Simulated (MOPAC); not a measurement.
## TlSbO$_{2}$: one setting at a time in MOPAC

Simulated with MOPAC 23.2.5. This is a test of settings. The cell was built from a prototype and was relaxed with r2SCAN in plane waves (Ansatz 0.2.0). It may be hypothetical. All runs are without spin polarisation.

Space group R-3m (No. 166), trigonal; a = 3.516 Å, c = 19.428 Å in the conventional setting, 17.34 Å³ an atom. Around Tl lie 6 O at 2.89 Å; around Sb lie 6 O at 2.35 Å; around O lie 3 Sb at 2.35 Å and 3 Tl at 2.89 Å.

The base run uses PM7 on a cluster of 108 atoms.

```
PM7 1SCF GRADIENTS AUX(PRECISION=6) THREADS=1
crystal as a cluster of 3x3x1 conventional cells

Tl 1.758122 1 1.015052 1 6.475941 1
Sb 0.000000 1 0.000000 1 9.713911 1
O 0.000000 1 0.000000 1 4.412519 1
O 0.000000 1 0.000000 1 15.015303 1
Tl 0.000000 1 4.060208 1 6.475941 1
Sb -1.758122 1 3.045156 1 9.713911 1
O -1.758122 1 3.045156 1 4.412519 1
O -1.758122 1 3.045156 1 15.015303 1
Tl -1.758122 1 7.105365 1 6.475941 1
Sb -3.516244 1 6.090313 1 9.713911 1
O -3.516244 1 6.090313 1 4.412519 1
O -3.516244 1 6.090313 1 15.015303 1
Tl 5.274365 1 1.015052 1 6.475941 1
Sb 3.516244 1 0.000000 1 9.713911 1
O 3.516244 1 0.000000 1 4.412519 1
O 3.516244 1 0.000000 1 15.015303 1
Tl 3.516244 1 4.060208 1 6.475941 1
Sb 1.758122 1 3.045156 1 9.713911 1
O 1.758122 1 3.045156 1 4.412519 1
O 1.758122 1 3.045156 1 15.015303 1
Tl 3.516244 1 2.030104 1 12.951881 1
Sb 1.758122 1 1.015052 1 16.189851 1
O 1.758122 1 1.015052 1 10.888460 1
[... 71 lines left out ...]
O 7.032487 1 2.030104 1 17.364400 1
O 7.032487 1 2.030104 1 8.539362 1
Tl -3.516244 1 8.120417 1 12.951881 1
Sb 5.274365 1 7.105365 1 16.189851 1
O 5.274365 1 7.105365 1 10.888460 1
O 5.274365 1 7.105365 1 2.063421 1
Tl -3.516244 1 6.090313 1 -0.000000 1
Sb 5.274365 1 5.075260 1 3.237970 1
O 5.274365 1 5.075260 1 17.364400 1
O 5.274365 1 5.075260 1 8.539362 1
Tl -5.274365 1 9.135469 1 -0.000000 1
Sb 3.516244 1 8.120417 1 3.237970 1
O 3.516244 1 8.120417 1 17.364400 1
O 3.516244 1 8.120417 1 8.539362 1
Tv 10.548731 1 0.000000 1 0.000000 1
Tv -5.274365 1 9.135469 1 -0.000000 1
Tv 0.000000 1 0.000000 1 19.427822 1
```

Command: `mopac run.mop`. It took 43 s on 1 thread of Arm Neoverse N1, with other jobs on the host, peak memory 0.12 GiB.

It converged with a gap of 2.95 eV. MOPAC's gap is a Hartree-Fock orbital gap, usually far wider than a measured one, and its energy is the heat of formation.

Each further run moved one setting: method (Hamiltonian); CUTOFP (reach of the lattice sums in Å); CHARGE (charge of the cell); cluster (size of the cluster in conventional cells). Changes are from the base run, which isn't itself converged in every setting; energies of another Hamiltonian, functional, basis or charge aren't compared.

```tsv
setting	how it ended	gap change (eV)	energy change (meV/atom)	time (s)
method = MNDOD	refused	–	–	0.06
method = PM6-ORG	refused	–	–	0.06
CUTOFP = 40	converged	-0.02	6.3	49
method = AM1	converged	1.07	–	74
CHARGE = 2 (poor on purpose)	refused	–	–	0.06
cluster = 1x1x1 (poor on purpose)	refused	–	–	0.06
```

With method = MNDOD nothing was computed: the Hamiltonian has no parameters for an element here. With method = PM6-ORG nothing was computed: the Hamiltonian has no parameters for an element here. With CHARGE = 2 nothing was computed: the program refuses a charged unit cell. With cluster = 1x1x1 nothing was computed: the program stopped at its input check.

The end of the log, shortened, for method = MNDOD:

```
  O: (MNDO): M.J.S. DEWAR, W. THIEL, J. AM. CHEM. SOC., 99, 4899, (1977)
 DATA ARE NOT AVAILABLE FOR ELEMENT NO. 51
 DATA ARE NOT AVAILABLE FOR ELEMENT NO. 81
          SOME ELEMENTS HAVE BEEN SPECIFIED FOR WHICH
          NO PARAMETERS ARE AVAILABLE.  CALCULATION STOPPED.
          Parameters for some elements are missing
           Empirical Formula: O54 Tl27 Sb27  =   108 atoms
 *     Error and normal termination messages reported in this calculation     *
 * Parameters for some elements are missing                                   *
 * JOB ENDED NORMALLY                                                         *
 TOTAL JOB TIME:             0.01 SECONDS
 == MOPAC DONE ==
```

Spin-orbit coupling is left out; in compounds of Pb, Bi, Tl or Hg it can lower a gap by up to about 1 eV, split its edges or invert the bands.
